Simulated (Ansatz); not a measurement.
NaCu:

```
CELL_PARAMETERS angstrom
2.94224 0.00000 0.00000
0.00000 2.94224 0.00000
0.00000 0.00000 4.04091
ATOMIC_POSITIONS crystal
Na 0.00000 0.00000 0.00000
Cu 0.50000 0.50000 0.50000
```

The cell was built by a generator and needn't be a form met in nature.

Base run:

| Item | Value |
| --- | --- |
| Program | Ansatz 0.2.0 |
| Functional | PBEsol |
| Potentials or basis | Ansatz PAW |
| Cutoff | 420 eV (not typed: the program's choice for these potentials) |
| k mesh | 9 × 9 × 7 |
| Occupations | fermi-dirac, width 0.05 eV |
| Spin | no spin polarisation |

Its results: band gap on the k mesh none (metal or under the smearing width); pressure 0.7 GPa.

Problem. After a change of settings the same cell gave: band gap on the k mesh none (metal or under the smearing width); pressure 1.3 GPa. Which change was it?
A. functional from PBEsol to BLYP
B. functional from PBEsol to LDA
C. functional from PBEsol to r2SCAN; cutoff from 420 eV (not typed: the program's choice for these potentials) to 500 eV (not typed: the program's choice for these potentials)
D. functional from PBEsol to revPBE

Solution. C.

Caveats: the PAW data sets come from PBE, with cores solved anew for the run's functional, which leaves a small shift of forces and pressure.

Runs at the PBE level aren't shown here.
